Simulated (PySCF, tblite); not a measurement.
# C4H12B2S: geometry, infrared bands and NMR shifts

What infrared bands and NMR shifts should C4H12B2S (`BC(B)SCCC`) show?

The runs use tblite 0.8.0 and PySCF 2.14.0, with density-fitted response routines of our own; the level of theory stands in each step. All values are computed, except where a source is named. Atoms are numbered from 0 throughout.

**1. Starting geometry**

19 atoms, charge 0, multiplicity 1; geometry from: force field or distance geometry start.

Bonds of the start (Å): B0–C1 1.59, C1–B2 1.59, C1–S3 1.81, S3–C4 1.82, C4–C5 1.51, C5–C6 1.50, B0–H7 1.20, B0–H8 1.20, C1–H9 1.09, B2–H10 1.18, B2–H11 1.19, C4–H12 1.10, C4–H13 1.11, C5–H14 1.12, C5–H15 1.13, C6–H16 1.11, C6–H17 1.12, C6–H18 1.10.

**2. Relaxing the molecule with GFN2-xTB**

The job: settings as JSON, then the geometry in Å.

```
{"job": {"kind": "relax", "xc": "GFN2-xTB", "basis": "xTB"}, "charge": 0, "multiplicity": 1}
B      1.999100     1.688500    -0.219800
C      2.107500     0.182100    -0.723800
B      2.523000    -0.814400     0.440900
S      0.469100    -0.218800    -1.372600
C     -0.611500    -0.993000    -0.126800
C     -1.494100     0.012500     0.581200
C     -2.816900     0.193800    -0.107300
H      1.402600     2.397500    -0.976400
H      1.729700     1.907800     0.923900
H      2.845900     0.059300    -1.519800
H      2.788600    -0.483100     1.540700
H      2.481900    -1.973700     0.184000
H     -0.085100    -1.540500     0.662600
H     -1.244800    -1.706500    -0.692800
H     -1.003200     1.015600     0.584000
H     -1.624200    -0.372100     1.637900
H     -2.911000    -0.462400    -0.997600
H     -3.643900    -0.134900     0.579300
H     -2.922600     1.251500    -0.405200
```

The run is started by

```console
> OMP_NUM_THREADS=1 python probes_run.py task.json out
```

The driver reads the jobs from task.json and runs them one after another.

**Question.** This job is followed by: GFN2-xTB harmonic vibrations, gas phase; GIAO PBE0/pcSseg-1 NMR shielding, non-relativistic, gas phase. Predict these results of the whole session: strongest single infrared mode (GFN2-xTB); zero-point energy (GFN2-xTB); 13C shifts against TMS (PBE0/pcSseg-1); 1H shifts against TMS (PBE0/pcSseg-1); 11B shifts against BF3·OEt2 (PBE0/pcSseg-1); 33S shifts against CS2 (PBE0/pcSseg-1).

The runs gave:

| quantity | value |
| --- | --- |
| strongest single infrared mode (GFN2-xTB) | 2613 cm⁻¹, 197 km/mol |
| zero-point energy (GFN2-xTB) | 96.5 kcal/mol |
| 13C shifts against TMS (PBE0/pcSseg-1) | 54.2, 43.8, 26.1, 16.0 ppm |
| 1H shifts against TMS (PBE0/pcSseg-1) | 7.39, 6.78, 3.14, 2.39, 2.38, 2.14, 1.80, 1.76, 1.44, 1.40, 1.27, 0.83 ppm |
| 11B shifts against BF3·OEt2 (PBE0/pcSseg-1) | 70.1, -25.3 ppm |
| 33S shifts against CS2 (PBE0/pcSseg-1) | -129 ppm |

What this shows: Over 139 steps the energy fell by 1.658 eV; of the close pairs, B0–S3 changed most, 2.703 to 1.930 Å. All 51 modes are real, so the xTB geometry is a minimum. GFN2-xTB is a fitted tight-binding method: band positions and strengths are rough. Its intensities can rank the bands wrongly. The structure rearranged or came apart on optimisation; the results belong to the end geometry, not to the formula as drawn. Shifts at one fixed geometry are not the observed spectrum, which averages over the motion. At PBE0/pcSseg-1: The widest tensor belongs to S3: span 562 ppm, with a paramagnetic part of -427 ppm.
